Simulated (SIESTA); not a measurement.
A run of SIESTA 5.4.2 is set up as follows.

The input GdO.fdf:

```
SystemName                      GdO
SystemLabel                     GdO
NumberOfSpecies                 2
NumberOfAtoms                   2
%block ChemicalSpeciesLabel
  1  64 Gd
  2   8 O
%endblock ChemicalSpeciesLabel
%include structure.fdf

%block kgrid.MonkhorstPack
    9   0   0  0.0
    0   9   0  0.0
    0   0   9  0.0
%endblock kgrid.MonkhorstPack
XC.Functional                   GGA
XC.Authors                      PBE
PAO.BasisSize                   DZP
PAO.EnergyShift                 0.003 Ry
Mesh.Cutoff                     800 Ry
Spin                            polarized
%block DM.InitSpin
    1   7.000
    2   0.000
%endblock DM.InitSpin
OccupationFunction              FD
ElectronicTemperature           0.05 eV
MaxSCFIterations                200
SCF.MustConverge                false
SCF.Mixer.Method                Pulay
SCF.Mixer.Weight                0.1
SCF.Mixer.History               10
SCF.DM.Tolerance                5.0e-05
SCF.H.Tolerance                 1.0e-03 eV
WriteForces                     true
Charge.Mulliken                 end
BandLinesScale                  ReciprocalLatticeVectors
%block BandLines
    1    0.000000   0.000000   0.000000  \Gamma
   12    0.500000   0.000000   0.500000  X
    6    0.500000   0.250000   0.750000  W
    4    0.375000   0.375000   0.750000  K
   13    0.000000   0.000000   0.000000  \Gamma
   11    0.500000   0.500000   0.500000  L
    8    0.625000   0.250000   0.625000  U
    4    0.500000   0.250000   0.750000  W
    9    0.500000   0.500000   0.500000  L
    8    0.375000   0.375000   0.750000  K
    1    0.625000   0.250000   0.625000  U
    4    0.500000   0.000000   0.500000  X
%endblock BandLines
%block SyntheticAtoms
  1
  6 6 5 5
  2.0 0.0 1.0 0.0
%endblock SyntheticAtoms
%block PAO.Basis
  Gd 5
  n=5 0 2
    3.699 0.000
  n=6 0 2
    9.150 0.000
  n=5 1 2
    4.431 0.000
  n=6 1 1
    9.150
  n=5 2 2
    8.514 0.000
%endblock PAO.Basis
```

Contents of structure.fdf:

```
LatticeConstant                 1.0 Ang
%block LatticeVectors
     0.0000000000     2.7000000000     2.7000000000
     2.7000000000     0.0000000000     2.7000000000
     2.7000000000     2.7000000000     0.0000000000
%endblock LatticeVectors
AtomicCoordinatesFormat         Fractional
%block AtomicCoordinatesAndAtomicSpecies
     0.0000000000     0.0000000000     0.0000000000  1  Gd
     0.7500000000     0.7500000000     0.7500000000  2  O
%endblock AtomicCoordinatesAndAtomicSpecies
```

Potentials or basis: PseudoDojo 0.4 standard with PseudoDojo 3+ lanthanides (4f in the core) (PBE files), DZP (energy shift 0.003 Ry; two zetas on semicore shells).

Command:

```sh
$ siesta < GdO.fdf > GdO.out 2>&1
```

Estimate the band gap on the k mesh.

none (metal or under the smearing width).

What does it give for the site moments?

Gd +0.91; O +0.01 μB.

Predict the pressure.

-1.7 GPa.

Predict the net moment.

0.92 μB per cell.

Levels at the corners of the path, in eV from the Fermi level:
Spin up:
| point | band 5 | band 6 | band 7 | band 8 | band 9 | band 10 | band 11 | band 12 | band 13 | band 14 |
| --- | --- | --- | --- | --- | --- | --- | --- | --- | --- | --- |
| Γ | -19.53 | -5.86 | -5.86 | -5.86 | -2.41 | 2.52 | 2.52 | 4.50 | 4.50 | 4.50 |
| X | -18.49 | -6.45 | -4.66 | -4.66 | -1.03 | 0.83 | 4.08 | 4.63 | 4.63 | 7.26 |
| W | -18.44 | -5.61 | -5.47 | -4.67 | -1.04 | 0.57 | 3.25 | 4.30 | 5.55 | 8.34 |
| K | -18.47 | -5.99 | -4.90 | -4.89 | -1.06 | 0.99 | 2.79 | 4.80 | 5.12 | 7.76 |
| Γ | -19.53 | -5.86 | -5.86 | -5.86 | -2.41 | 2.52 | 2.52 | 4.50 | 4.50 | 4.50 |
| L | -18.73 | -5.52 | -5.43 | -5.43 | 0.02 | 2.35 | 2.35 | 3.13 | 4.56 | 4.56 |
| U | -18.47 | -5.99 | -4.90 | -4.89 | -1.06 | 0.99 | 2.79 | 4.80 | 5.12 | 7.76 |
| W | -18.44 | -5.61 | -5.47 | -4.67 | -1.04 | 0.57 | 3.25 | 4.30 | 5.55 | 8.34 |
| L | -18.73 | -5.52 | -5.43 | -5.43 | 0.02 | 2.35 | 2.35 | 3.13 | 4.56 | 4.56 |
| K | -18.47 | -5.99 | -4.90 | -4.89 | -1.06 | 0.99 | 2.79 | 4.80 | 5.12 | 7.76 |
| U | -18.47 | -5.99 | -4.90 | -4.89 | -1.06 | 0.99 | 2.79 | 4.80 | 5.12 | 7.76 |
| X | -18.49 | -6.45 | -4.66 | -4.66 | -1.03 | 0.83 | 4.08 | 4.63 | 4.63 | 7.26 |
Spin down:
```
point  band 5  band 6  band 7  band 8  band 9  band 10  band 11  band 12
    Γ  -19.40   -5.68   -5.68   -5.68   -1.25     2.76     2.76     5.08
    X  -18.35   -6.23   -4.53   -4.53    0.42     1.25     4.28     5.10
    W  -18.32   -5.40   -5.31   -4.54    0.40     1.03     3.54     4.72
    K  -18.34   -5.79   -4.76   -4.75    0.28     1.54     3.16     5.19
    Γ  -19.40   -5.68   -5.68   -5.68   -1.25     2.76     2.76     5.08
    L  -18.60   -5.28   -5.28   -5.24    1.28     2.73     2.73     3.90
    U  -18.34   -5.79   -4.76   -4.75    0.28     1.54     3.16     5.19
    W  -18.32   -5.40   -5.31   -4.54    0.40     1.03     3.54     4.72
    L  -18.60   -5.28   -5.28   -5.24    1.28     2.73     2.73     3.90
    K  -18.34   -5.79   -4.76   -4.75    0.28     1.54     3.16     5.19
    U  -18.34   -5.79   -4.76   -4.75    0.28     1.54     3.16     5.19
    X  -18.35   -6.23   -4.53   -4.53    0.42     1.25     4.28     5.10
```

Caveat: spin-orbit coupling is left out, which moves the levels of the heavy elements; the 4f electrons are frozen in the core as for a trivalent ion, so they carry no moment and show no levels; the basis of atomic orbitals isn't converged, which shifts pressures, moduli and gaps; a cell with one magnetic atom can't hold antiferromagnetic order, which such compounds often take. The state reached can hang on the start; a lower one may exist.
